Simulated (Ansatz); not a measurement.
# CH6BrClSi2: the cost of one run

Computed with the Python package of Ansatz 0.2.0. Level of theory: r2SCAN0/cc-pVDZ.

### 1 The structure

Bond lengths: Si1–Si2 2.298 Å, Si2–Br3 2.221 Å, Si2–C4 1.836 Å, C4–Cl5 1.777 Å, Si1–H6 1.487 Å, Si1–H7 1.488 Å, Si1–H8 1.488 Å, Si2–H9 1.491 Å, C4–H10 1.094 Å, C4–H11 1.094 Å. Angles (14 of 18 angles, heavy atoms first): Si1–Si2–Br3 111.3°, Si1–Si2–C4 110.7°, Br3–Si2–C4 110.9°, Si2–C4–Cl5 111.5°, Si1–Si2–H9 108.5°, Br3–Si2–H9 106.5°, C4–Si2–H9 108.7°, Si2–Si1–H6 111.8°, Si2–Si1–H7 109.6°, Si2–Si1–H8 110.8°, Si2–C4–H10 111.5°, Si2–C4–H11 111.8°, Cl5–C4–H10 107.1°, Cl5–C4–H11 107.2°.

The script holds or builds the structure itself.

### 2 Script

Input file ch6brclsi2.py:

```python
"""Cost of removing each kind of hydrogen from CH6BrClSi2, fragments frozen."""

import ansatz


def single_point(molecule, charge=0, unpaired=0):
    calc = molecule.calculation().basis(gaussian="cc-pVDZ").functional("r2scan0")
    if charge:
        calc = calc.charge(charge)
    if unpaired:
        calc = calc.spin("collinear", total=unpaired)
    report = calc.run(threads=1, pin="off").report
    if report["published_state_doubts"]:
        print("  doubts:", report["published_state_doubts"])
    return report["free_energy_ev"]

def without(molecule, index):
    rest = ansatz.Crystal.molecule()
    for i, site in enumerate(molecule.cartesian_sites):
        if i != index:
            rest = rest.atom(site.symbol, site.position_ang)
    return rest


def main() -> None:
    geometry = (
        ansatz.Crystal.molecule()
        .atom("Si", [1.7057, -0.2319, 0.5116])
        .atom("Si", [-0.1975, 0.773, -0.2941])
        .atom("Br", [-0.8676, 2.4182, 1.039])
        .atom("C", [-1.5334, -0.4641, -0.5326])
        .atom("Cl", [-2.003, -1.2216, 1.0048])
        .atom("H", [1.4961, -0.8064, 1.8667])
        .atom("H", [2.1148, -1.3327, -0.4029])
        .atom("H", [2.8283, 0.7422, 0.5814])
        .atom("H", [0.1177, 1.3963, -1.611])
        .atom("H", [-2.4333, -0.006, -0.9534])
        .atom("H", [-1.2278, -1.2671, -1.2097])
    )

    whole = single_point(geometry, 0)
    hydrogen = single_point(ansatz.Crystal.molecule().atom("H", (0, 0, 0)), 0, 1)
    print(f"E(molecule) = {whole:.5f} eV, E(H) = {hydrogen:.5f} eV")
    for index in [7, 8, 10]:
        radical = single_point(without(geometry, index), 0, 1)
        print(f"H{index}: homolysis {96.485332 * (radical + hydrogen - whole):.1f} kJ/mol")
        anion = single_point(without(geometry, index), -1)
        print(f"H{index}: loss of a proton {96.485332 * (anion - whole):.1f} kJ/mol")


if __name__ == "__main__":
    main()
```

### 3 What the engine is handed

The package turns the script's settings into the engine's input (first run):

```yaml
crystal:
  periodic: [false, false, false]
  atoms:
    - { symbol: Si, position_ang: [1.7057, -0.2319, 0.5116] }
    - { symbol: Si, position_ang: [-0.1975, 0.773, -0.2941] }
    - { symbol: Br, position_ang: [-0.8676, 2.4182, 1.039] }
    - { symbol: C, position_ang: [-1.5334, -0.4641, -0.5326] }
    - { symbol: Cl, position_ang: [-2.003, -1.2216, 1.0048] }
    - { symbol: H, position_ang: [1.4961, -0.8064, 1.8667] }
    - { symbol: H, position_ang: [2.1148, -1.3327, -0.4029] }
    - { symbol: H, position_ang: [2.8283, 0.7422, 0.5814] }
    - { symbol: H, position_ang: [0.1177, 1.3963, -1.611] }
    - { symbol: H, position_ang: [-2.4333, -0.006, -0.9534] }
    - { symbol: H, position_ang: [-1.2278, -1.2671, -1.2097] }
basis:
  gaussian:
    orbitals: cc-pVDZ
hamiltonian:
  xc: r2scan0
```

### 4 Running it

Started as:

```
python ch6brclsi2.py
```

Q: Estimate wall time and peak memory on 1 thread of Arm Neoverse V1, shared host.

About 2.9 min, with a peak of 0.62 GiB.
